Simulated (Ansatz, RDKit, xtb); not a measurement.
**C4H9B2N: ranking a sample of isomers**

A sample of isomers of C4H9B2N is drawn. Aim: find which of them has the lowest free energy at 298.15 K, then its properties. The sample is small against all isomers, and the most stable one of this formula need not be in it.

Plan: many cheap relaxations first (GFN2-xTB), then density-functional screening, relaxation at r2SCAN-D4/def2-SVP, vibrations (at GFN2-xTB) and a final energy. The numbers are computed, not measured.

## (1) Drawing up candidates

Isomers were taken from a list of plausible structures; this is a sample, not all of them. That gives 4 candidates.

```
label        SMILES     spin
 c389      BNBCC#CC  singlet
 c458    BN1BCCC1=C  singlet
 c469    BCB(C#C)NC  singlet
 c560  BN(C)B(C)C#C  singlet
```

Candidates are built by distance geometry, with a force field where one applies, in up to four conformers (letters a to d).

**Question.** With final energies at CCSD(T)/def2-SVP + MP2/def2-TZVPP - MP2/def2-SVP, which structure will this search put lowest in free energy, and by what margin?

| quantity | value |
| --- | --- |
| lowest structure found | BN1BCCC1=C, singlet |
| next finalist | BN(C)B(C)C#C, singlet, 14.4 kcal/mol higher in G |
| share at equilibrium, among the finalists | 100.0 % |

The lowest structure found is `BN1BCCC1=C`. Among the finalists first place is clear (14.4 kcal/mol); structures outside the list aren't covered. GFN2-xTB, HF/STO-3G, r2SCAN-D4/def2-SVP, r2SCAN-D4/def2-SVP, relaxed, HF/def2-SVP and MP2/def2-SVP already put its bonding pattern lowest among the structures in one piece. The search is not exhaustive (a finite list of starts, one conformer a finalist), so a lower isomer can't be ruled out. Only 4 drawn patterns were tried, so whole families of isomers are missing, and the result ranks this sample alone.
